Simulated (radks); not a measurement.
# Zr²⁹⁺ in [Ne] 3s1: an all-electron calculation

What are the levels of the zirconium ion Zr29+, how large are its shells, and how does its energy divide?

Method: Dirac Kohn-Sham, RPBE, spin-unpolarised, spherical densities, finite nucleus. Code: radks (a radial shooting solver on a logarithmic mesh, Libxc functionals) version 1.

**1. The atom as given**

```
element            : zirconium (Z = 40)
charge             : +29
electrons          : 11
configuration      : [Ne] 3s1
nuclear rms radius : 4.2694 fm
```

The outer shells:

Zr²⁹⁺
```
[Ne] core
3s [↑ ]
```

**2. The run**

The run's settings:

```text
Z 40
configuration [Ne] 3s1 3p0 4s0 3d0 4f0
relativity Dirac
functional rpbe,pbe
spin unpolarised
j_filling average
nucleus finite rms 4.2694 fm
c 137.035999084
```

Q: Predict the outcome of this run.

**Answer**, as computed:

| quantity | value |
| --- | --- |
| total energy | -2977.42309 hartree |
| exchange-correlation share of it | 2.30 % |
| −T/E | 1.0387 |
| highest occupied level | 3s1/2, -1555.0 eV |
| most extended occupied level | 3s1/2, <r> = 0.388 bohr |
| radius at density 0.001 e/bohr³ | 0.927 bohr |
| maxima of the radial density | 2 |
| ionisation energy, NIST | 1582.4 (semi-emp.) eV |

**Reading.** The radial density shows 2 maxima for 3 occupied principal shells; where shells overlap, one shows as a shoulder or not at all. Relativity lifts −T/E to 1.039. Minus the highest eigenvalue, 1555.0 eV, is 98 % of the tabulated ionisation energy (1582.4 eV). Spin polarisation and multiplet splitting are left out.
